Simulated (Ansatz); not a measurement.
# BFH3NSi: a ladder of functionals and wavefunction methods

The task here is to estimate one member of a computed series from the others.

Computed with Ansatz 0.2.0, Gaussian basis. Level: functionals in def2-TZVPP, the program's frozen cores in correlated methods.

Plan: LDA (SPW92), PBE-D4, revPBE-D4, BLYP-D4, r2SCAN-D4, B97M-V, PBE0-D4, B3LYP-D4, r2SCANh-D4, r2SCAN0-D4, HSE06-D4, BHLYP-D4, CAM-B3LYP-D4, LC-ωPBE, ωB97X-V, ωB97M-V, B2PLYP, PBE-QIDH; CCSD(T)/def2-SVP; CCSD(T)/def2-TZVPP; MP2/def2-QZVPP; extrapolation to the limit; RPA on PBE.

## The relaxed structure

An earlier PBE0-D4 in a triple-zeta def2 set relaxation fixed the geometry.

SMILES `FB1N[SiH2]1`, 7 atoms, charge 0, spin multiplicity 1.

Atoms are counted from 1 here; the program's logs count them from 0.

Bond lengths: F1–B2 1.318 Å, B2–N3 1.381 Å, B2–Si4 1.921 Å, N3–Si4 1.767 Å, N3–H5 1.009 Å, Si4–H6 1.486 Å, Si4–H7 1.486 Å. Angles: F1–B2–N3 135.9°, F1–B2–Si4 161.9°, N3–B2–Si4 62.2°, B2–N3–Si4 74.1°, B2–N3–H5 140.0°, Si4–N3–H5 146.0°, B2–Si4–N3 43.7°, B2–Si4–H6 125.5°, B2–Si4–H7 125.5°, N3–Si4–H6 115.7°, N3–Si4–H7 115.7°, H6–Si4–H7 108.9°.

Set-up of the first run:

File in.yaml:

```yaml
crystal:
  periodic: [false, false, false]
  atoms:
    - {symbol: F, position_ang: [-0.871804, -2.140763, 0.801094]}
    - {symbol: B, position_ang: [-0.433067, -0.973421, 0.375122]}
    - {symbol: N, position_ang: [0.740208, -0.495002, -0.173607]}
    - {symbol: Si, position_ang: [-0.349502, 0.892477, -0.073105]}
    - {symbol: H, position_ang: [1.655503, -0.821386, -0.445430]}
    - {symbol: H, position_ang: [-0.757136, 1.487644, -1.372564]}
    - {symbol: H, position_ang: [0.077201, 1.982451, 0.842791]}
basis:
  gaussian: {orbitals: def2-TZVPP}
hamiltonian: {xc: lda}
output: {orbitals: {seedname: orbitals}}
```

On the command line:

```bash
ansatz run in.yaml --threads 2 --pin off --events-out ev --progress --plain --max-ram 4352MiB
```

Steps of the session up to this table: LDA; PBE-D4 (GGA); revPBE-D4 (GGA); BLYP-D4 (GGA); r2SCAN-D4 (meta-GGA); B97M-V (meta-GGA); B3LYP-D4 (hybrid); r2SCANh-D4 (hybrid); r2SCAN0-D4 (hybrid); HSE06-D4 (hybrid); BHLYP-D4 (hybrid); CAM-B3LYP-D4 (range-separated); LC-ωPBE (range-separated); ωB97X-V (range-separated); ωB97M-V (range-separated); B2PLYP (double hybrid); PBE-QIDH (double hybrid).

One of the session's tables, all rows but one given; the rest of the session is left out.

```
  functional  HOMO (eV)  gap (eV)
 LDA (SPW92)      -6.32      4.81
      PBE-D4      -6.21      4.88
   revPBE-D4      -6.16      4.92
     BLYP-D4      -6.09      4.87
   r2SCAN-D4      -6.43      5.45
      B97M-V      -6.51      5.36
     PBE0-D4      -7.38      6.89
    B3LYP-D4      -7.19      6.47
  r2SCANh-D4      -6.87      6.17
  r2SCAN0-D4      -7.52      7.24
    HSE06-D4      -6.98      6.12
    BHLYP-D4          ?         ?
CAM-B3LYP-D4      -8.71      9.18
     LC-ωPBE     -10.01     11.66
     ωB97X-V      -9.68     11.20
     ωB97M-V      -9.49     10.68
```

**Question.** Estimate the row for BHLYP-D4.

Worked estimate for «HOMO (eV)». Against the share of exact exchange, BLYP-D4 (0, -6.09), B3LYP-D4 (0.2, -7.19) give a slope of -5.50 per unit share; at 0.5 the line stands at -8.84.

The run gave: HOMO (eV): -8.47; gap (eV): 8.80. In «HOMO (eV)» the line misses by -0.37.
